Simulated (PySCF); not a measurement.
**[WO(OH)3]+: forces at shaken geometries**

Aim: move all atoms of relaxed [WO(OH)3]+ at random and read energies and forces. The structure is generated, not taken from experiment.

Method: B3LYP, W def2-SVP with ECP60, O def2-SVP, H def2-SVP; scalar-relativistic core potentials, no spin–orbit coupling; program: PySCF 2.14.0.

3 further runs of the same task are left out: 2 for a known fault of the program, 1 that didn't finish.

## Step 1: Where the work starts

8 atoms, charge 1, spin multiplicity 1.

Bond lengths: W1–O2 1.680 Å, W1–O3 1.828 Å, W1–O5 1.828 Å, W1–O7 1.828 Å, O3–H4 0.973 Å, O5–H6 0.974 Å, O7–H8 0.973 Å. Angles: O2–W1–O3 108.4°, O2–W1–O5 108.5°, O2–W1–O7 108.5°, O3–W1–O5 110.5°, O3–W1–O7 110.4°, O5–W1–O7 110.4°, W1–O3–H4 146.3°, W1–O5–H6 146.3°, W1–O7–H8 147.0°.

Coordinates:

| atom | x (Å) | y (Å) | z (Å) |
| --- | --- | --- | --- |
| W1 | -0.1529 | -0.1147 | -0.1726 |
| O2 | 0.8818 | 0.7555 | 0.8248 |
| O3 | -1.3055 | -1.0648 | 0.8813 |
| H4 | -1.5773 | -1.2853 | 1.7896 |
| O5 | 0.8489 | -1.2434 | -1.2046 |
| H6 | 1.7433 | -1.5531 | -1.4321 |
| O7 | -1.0728 | 1.0636 | -1.2240 |
| H8 | -1.2289 | 1.9936 | -1.4643 |

Formal oxidation states: W +6. An earlier session relaxed this geometry at B3LYP, W def2-SVP with ECP60, O def2-SVP, H def2-SVP (singlet, point group C3v).

Its energy there is -369.489732 Eh.

## Step 2: Atoms moved at random, σ = 0.03 Å

Contents of run.py (the lines that set the calculation):

```python
mol = gto.M(atom='''
W     -0.11361    -0.10193    -0.16330
O      0.87079     0.75367     0.85673
O     -1.29132    -1.06932     0.88255
H     -1.59080    -1.27374     1.78690
O      0.85453    -1.27697    -1.21861
H      1.73377    -1.56802    -1.48994
O     -1.09588     1.09662    -1.21471
H     -1.23092     1.99106    -1.44147''',
    basis={'W': 'def2-SVP', 'O': 'def2-SVP', 'H': 'def2-SVP'},
    ecp={'W': 'def2-SVP'},
    charge=1, spin=0)
mf = dft.RKS(mol, xc='B3LYP')
mf.grids.atom_grid = (50, 194)
mf = mf.density_fit()  # fitting sets: W def2-universal-JKFIT, O def2-universal-JKFIT, H def2-universal-JKFIT
mf.conv_tol = 1e-08; mf.max_cycle = 55
mf.kernel(dm0)  # dm0: the density of the relaxed state
```

Started as:

```bash
OMP_NUM_THREADS=2 python run.py
```

## Step 3: Atoms moved at random, σ = 0.1 Å

Contents of run.py (the lines that set the calculation):

```python
mol = gto.M(atom='''
W     -0.29462    -0.12371     0.03907
O      1.00976     0.66824     0.77787
O     -1.18896    -1.14445     0.86594
H     -1.61019    -1.12953     1.74015
O      0.72206    -1.39227    -1.08718
H      1.75181    -1.56336    -1.52368
O     -1.06142     1.17387    -1.32133
H     -1.19188     2.06259    -1.49269''',
    basis={'W': 'def2-SVP', 'O': 'def2-SVP', 'H': 'def2-SVP'},
    ecp={'W': 'def2-SVP'},
    charge=1, spin=0)
mf = dft.RKS(mol, xc='B3LYP')
mf.grids.atom_grid = (50, 194)
mf = mf.density_fit()  # fitting sets: W def2-universal-JKFIT, O def2-universal-JKFIT, H def2-universal-JKFIT
mf.conv_tol = 1e-08; mf.max_cycle = 55
mf.kernel(dm0)  # dm0: the density of the relaxed state
```

## Step 4: Atoms moved at random, σ = 0.1 Å

Contents of run.py (the lines that set the calculation):

```python
mol = gto.M(atom='''
W     -0.37968    -0.15968    -0.15718
O      0.85059     0.80251     0.83455
O     -1.35063    -0.94231     0.88593
H     -1.53091    -1.37930     1.77987
O      0.92668    -1.16835    -1.18553
H      1.82705    -1.71701    -1.32860
O     -1.03501     1.22015    -1.31433
H     -1.17154     1.89537    -1.51655''',
    basis={'W': 'def2-SVP', 'O': 'def2-SVP', 'H': 'def2-SVP'},
    ecp={'W': 'def2-SVP'},
    charge=1, spin=0)
mf = dft.RKS(mol, xc='B3LYP')
mf.grids.atom_grid = (50, 194)
mf = mf.density_fit()  # fitting sets: W def2-universal-JKFIT, O def2-universal-JKFIT, H def2-universal-JKFIT
mf.conv_tol = 1e-08; mf.max_cycle = 55
mf.kernel(dm0)  # dm0: the density of the relaxed state
```

Q: Predict the outcome of this session. Wanted: for each run, σ; energy rise; harmonic estimate −½ F·u; largest force component.

**Answer**, as computed:

| σ (Å) | energy rise (eV) | harmonic estimate −½ F·u (eV) | largest force component (eV/Å) |
| --- | --- | --- | --- |
| 0.03 | 0.134 | 0.134 | 3.18 |
| 0.1 | 3.872 | 3.976 | 17.66 |
| 0.1 | 5.851 | 7.097 | 33.97 |

Every displacement raises the energy. For a harmonic well the rise equals −½ F·u; the two differ by at most 21 % here (a move with σ = 0.1 Å), from anharmonicity, the grid and the small forces left at the relaxed point. These are double-zeta-type bases without diffuse functions. Spin–orbit coupling is left out.
